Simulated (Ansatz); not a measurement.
This script makes a frozen displacement of one atom of AlOs, space group Pm-3m with the Python package of Ansatz (0.2.0).

`push.py`:
```python
"""Frozen displacement of one atom in AlOs."""

import ansatz as az
import numpy as np


def main() -> None:
    system = (
        az.Lattice.of((2.99791, 0.0, 0.0), (0.0, 2.99791, 0.0), (0.0, 0.0, 2.99791))
        .atom("Al", (0.0, 0.0, 0.0))
        .atom("Os", (0.5, 0.5, 0.5))
    )

    inverse = np.linalg.inv(np.array(system.lattice.vectors))
    home = np.array(system.sites[0].position)
    values = np.linspace(-0.05, 0.05, 5)
    energies, pulls = [], []
    for shift in values:
        moved = system.move(0, to=home + shift * inverse[2])
        calculation = (
            moved.calculation()
            .kpoints(spacing=0.52)  # sampling of the Brillouin zone
            .pseudopotentials("nc")
            .occupations("fermi_dirac", width=0.15)
            .scf(algorithm="direct_min")
            .eigensolver("davidson", mixed_precision=False)
            .accuracy("low")  # preset for grids and thresholds
            .functional(az.Functional.R2SCAN)
            .forces()  # minus the gradient of the free energy
        )
        data = calculation.run(threads=1).report
        energies.append(data["free_energy_ev"])
        pulls.append(data["forces_ev_ang"][0][2])

    # the force is minus the slope of the free energy
    print("shift (A)   dE (eV)   force along z (eV/A)")
    for shift, e, f in zip(values, energies, pulls):
        print(f"{shift:8.3f} {e - energies[2]:10.5f} {f:12.4f}")
    print(f"stiffness from energies {2 * np.polyfit(values, energies, 2)[0]:.3f}, from forces {-np.polyfit(values, pulls, 1)[0]:.3f} eV/A^2")


if __name__ == "__main__":
    main()
```

How stiff is this displacement, and do energies and forces agree?

The curvature of the energy gives 9.511 eV/Å² and the slope of the force 9.509 eV/Å², a positive curvature.

The output:

Running `python push.py` prints:
```text
DeckWarning: basis.ecutwfc = 1100 eV, auto-derived from the records' recommended cutoffs: set by Os (normal level)
shift (A)   dE (eV)   force along z (eV/A)
  -0.050    0.01189       0.4754
  -0.025    0.00297       0.2378
   0.000    0.00000       0.0000
   0.025    0.00297      -0.2378
   0.050    0.01189      -0.4754
stiffness from energies 9.511, from forces 9.509 eV/A^2
```
(Warnings from the package without file and line.)

Caveats:
- The settings weren't tested for convergence.
- Such functionals run on norm-conserving files made under PBE, which can move pressures by some GPa.
- The mesh is modest for a metal, so energies can be off by several to tens of meV an atom and pressures by half a GPa or more; differences at equal mesh fare better.
- In a metal a curvature from energy changes of a few meV or less hangs on mesh and smearing, in size and even in sign.
- Spin-orbit coupling, which matters for elements this heavy, is left out.
- The structure comes from a database of computed cells and needn't be a stable or known phase.
- All periodic images of the atom move with it, so the curvature is one diagonal element of the zone-centre force constants and no normal mode; a positive value doesn't exclude soft modes in which several atoms move.
- It ran for 46 s on 1 thread of Arm Neoverse V2, on a shared host, peak memory 0.44 GiB.

(Lines on the test bed's own set-up are left out of the output.)
